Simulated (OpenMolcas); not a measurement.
**Zr²⁺ among point charges: CASSCF and CASPT2 levels and susceptibility**

Aim: the splitting of the states of Zr²⁺ in the field of 6 point charges, its lowest levels with spin-orbit coupling and its magnetic susceptibility.

The numbers are computed with OpenMolcas 26.06 (state-averaged CASSCF and CASPT2, spin-orbit coupling by RASSI with atomic mean-field integrals), except any that are marked as measured or tabulated.

**1. The system**

* Species: Zr²⁺ (zirconium, Z = 40, 38 electrons)
* Basis: ANO-RCC-VDZP [6s5p3d1f], 43 functions
* Scalar Hamiltonian: DKH2, point nucleus
* Inactive shells: 1s 2s 2p 3s 3p 3d 4s 4p
* Active space: 2 electrons in 5 orbitals (4d)
* Some configurations of this space: 4d²
* Orbitals: optimised for each spin and parity, averaged over all roots

The outer shells:

4d2
```
4d [↑ ][↑ ][  ][  ][  ]
```

The ion sits among 6 point charges of -1 e arranged as an octahedron (Oh), 1.98 Å from the ion.

Each step is its own input file, run in one work folder so that later steps find the files of earlier ones. Labels, J, g values, rates, χT and fits are worked out afterwards by a script from the matrices that RASSI stores. The input lists half of the charges; inversion (Group=XYZ) makes the rest.

**2. One- and two-electron integrals**

The input, a.inp:

```
&GATEWAY
Coord
1

Zr 0.0 0.0 0.0
Basis=ANO-RCC-VDZP
Group=XYZ
NoMove
AngMom=0.0 0.0 0.0
AMFI
XField
3 Angstrom 0
1.980000 0.000000 0.000000 -1.000000
0.000000 1.980000 0.000000 -1.000000
0.000000 0.000000 1.980000 -1.000000
&SEWARD
```

Command:

```bash
$ OMP_NUM_THREADS=1 MOLCAS_MEM=1689 MOLCAS_PROJECT=a pymolcas a.inp > a.log
```

**3. Reference wave functions, triplets of even parity, 10 roots**

The input, a.inp:

```
&RASSCF
FileOrb=start.orb
Symmetry=1
Spin=3
nActEl=2 0 0
Inactive=9 9
Ras2=5 0
CIRoot=10 10 1
SDav=10
CIMx=300
Iter=120 100
PrWF=0.3
OrbListing=Nothing
MaxOrb=0
>>> COPY $Project.JobIph JOB001
```

start.orb holds the contracted functions of the basis, ordered by shell, or the orbitals of the step before.

**4. Reference wave functions, singlets of even parity, 15 roots**

The input, a.inp:

```
&RASSCF
FileOrb=start.orb
Symmetry=1
Spin=1
nActEl=2 0 0
Inactive=9 9
Ras2=5 0
CIRoot=15 15 1
SDav=15
CIMx=300
Iter=120 100
PrWF=0.3
OrbListing=Nothing
MaxOrb=0
>>> COPY $Project.JobIph JOB002
```

**5. RASSI: spin-orbit coupling between the states**

The input, a.inp:

```
&RASSI
NrOfJobIphs=2 10 15
1 2 3 4 5 6 7 8 9 10
1 2 3 4 5 6 7 8 9 10 11 12 13 14 15
IphNames
JOB001
JOB002
EJob
SpinOrbit
DIPRint=1.0
SOCoupling=1000.0
Subsets=2
Property=9
'ANGMOM' 1 'ANGMOM' 2 'ANGMOM' 3 'MLTPL  1' 1 'MLTPL  1' 2 'MLTPL  1' 3
'AMFI' 1 'AMFI' 2 'AMFI' 3
SOProperty=3
'ANGMOM' 1 'ANGMOM' 2 'ANGMOM' 3
```

**6. CASPT2: IPEA 0.25, imaginary shift 0.1 (closed shells correlated: 4s 4p)**

The input, a.inp:

```
>>> COPY JOB001 $Project.JobIph
&CASPT2
Multistate=10 1 2 3 4 5 6 7 8 9 10
NoMult
Frozen=8 6
IPEA=0.25
Imaginary=0.1
MaxIter=60
WThr=0.0 0.3 0.05
PrWF=0.5
NoMix
>>> COPY JOB002 $Project.JobIph
&CASPT2
Multistate=15 1 2 3 4 5 6 7 8 9 10 11 12 13 14 15
NoMult
Frozen=8 6
IPEA=0.25
Imaginary=0.1
MaxIter=60
WThr=0.0 0.3 0.05
PrWF=0.5
NoMix
```

(Steps that only read results are left out.)

Before running it: what results should come out? Wanted: spin-free ground state; first state of the same spin within the active space; lowest level; next level.

**Answer**, as computed:

```
                                            quantity                                                                        value
                                              method  SS-CASPT2, IPEA 0.25, imaginary shift 0.1 (closed shells correlated: 4s 4p)
                              spin-free ground state                                              3T1, 3-fold in its orbital part
first state of the same spin within the active space                                                            3T2 at 15900 cm⁻¹
                                        lowest level                                               2-fold E, g = 0.00, 0.00, 0.00
                                          next level                                                                    12.3 cm⁻¹
                                         χT at 300 K                                                               0.69 cm³ K/mol
                           effective moment at 300 K                                                                      2.35 μB
```

Cost by method:

| method | time of its own steps | time with the reference |
| --- | --- | --- |
| A. CASSCF | 5.2 s | 5.2 s |
| B. SS-CASPT2, IPEA 0.25, imaginary shift 0.1, +4s 4p | 1.5 s | 6.7 s |

Times are of one thread on a shared host.

In words: The spin-free ground state (3T1) comes to 90 % from free-ion F terms and keeps the highest spin of the shell. χT at 300 K is 0.69, against 1.00 cm³ K/mol for the spin alone, so spin-orbit coupling lowers it. A ligand-field fit to the states below 45000 cm-1 gives 10Dq = 17749 cm-1, B = 430 cm-1 and C = 1919 cm-1 (C/B = 4.46), with a deviation of 398 cm-1. CASPT2 does not keep the components of a term degenerate, and the means are used. The field of point charges can differ much from that of real complexes. Point charges carry no covalency, so the field is a model and not that of real ligands.
